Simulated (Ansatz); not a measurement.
# ZrN2 (quintet): from Hartree-Fock to the top rungs, def2-SVP

One table from this session's results is given with a row withheld; the runs are named, their logs left out.

The runs use Ansatz 0.2.0, Gaussian basis; def2-SVP, core rule «outside noble gas», up to 6 orbitals frozen.

To be run: UHF; CCSD(T) on ROHF; CCSD(T) on UHF; CISD; CCSDT(Q) on ROHF; CCSDT(Q) on UHF; CASSCF and MRCISD+Q, 10 electrons in 12 orbitals; CASSCF and MRCISD+Q(relaxed), 10 electrons in 12 orbitals; CASSCF and NEVPT2, 10 electrons in 12 orbitals.

13 further runs of the same task are left out: 8 for a known fault of the program, 5 set aside as unsound or not needed.

**The system**

The geometry is a PBE0/def2-TZVP stationary point (not a proven minimum). No spin-orbit coupling is included. Elements past krypton take def2 core potentials.

3 atoms, charge 0, spin multiplicity 5.

Atoms are counted from 1 here; the program's logs count them from 0.

Bond lengths: Zr1–N2 1.953 Å, Zr1–N3 1.953 Å. Angles: N2–Zr1–N3 98.3°.

The first run:

The input, in.yaml:

```yaml
crystal:
  periodic: [false, false, false]
  atoms:
    - {symbol: Zr, position_ang: [0.000000, -0.300016, 0.000000]}
    - {symbol: N, position_ang: [0.000000, 0.976983, -1.477033]}
    - {symbol: N, position_ang: [0.000000, 0.976983, 1.477033]}
basis:
  gaussian: {orbitals: def2-SVP}
magnetization: {spin_polarized: true, initial_magnetization: 4}
hamiltonian: {xc: hf}
output: {orbitals: {seedname: orbitals}}
```

The run is started by

```console
> ansatz run in.yaml --threads 1 --pin off --events-out ev --progress --plain --max-ram 2816MiB --backend cpu
```

Steps of the session up to this table: UHF; CCSD(T) on ROHF; CCSD(T) on UHF; CISD; CCSDT(Q) on ROHF; CCSDT(Q) on UHF; CASSCF and MRCISD+Q, 10 electrons in 12 orbitals; CASSCF and MRCISD+Q(relaxed), 10 electrons in 12 orbitals; CASSCF and NEVPT2, 10 electrons in 12 orbitals.

One table of the session follows, with a row left open; its other results are not shown here.

| method | from RCCSDT(Q) (kcal/mol) |
| --- | --- |
| UHF | +231.33 |
| RMP2 | +36.63 |
| UMP2 | +49.04 |
| RCCSD | +19.84 |
| UCCSD | +15.90 |
| RCCSD(T) | +2.83 |
| UCCSD(T) | +4.82 |
| RCCSDT | +0.87 |
| UCCSDT | ? |
| RCCSDT(Q) | 0 |
| UCCSDT(Q) | +0.81 |
| CASSCF valence | +159.47 |
| NEVPT2 valence | +28.70 |
| MRCISD valence | +16.76 |
| MRCISD+Q valence | +4.32 |
| MRCISD+Q(relaxed) valence | +3.32 |

Estimate the missing values for UCCSDT.

The run gave: from RCCSDT(Q) (kcal/mol): +2.41. In the column «from RCCSDT(Q) (kcal/mol)» it lies between RCCSDT (+0.87) and RCCSD(T) (+2.83).

Some runs used a GPU and others CPU threads alone; cost is compared among the GPU runs only.

Among the levels timed on like hardware and quicker than the yardstick, those that no quicker one beats, quickest first: UCCSDT(Q) (17 s, +0.81 kcal/mol).

Limits of these values: Left out of the table: ROHF (another determinant or state than the rows shown). Warnings: spin contamination; coupled cluster took another determinant than the lowest; large T1 diagnostic. Restricted and unrestricted rows rest on different reference determinants; where their highest levels disagree by more than a few hundredths of an eV, they describe different states and don't form one ladder.
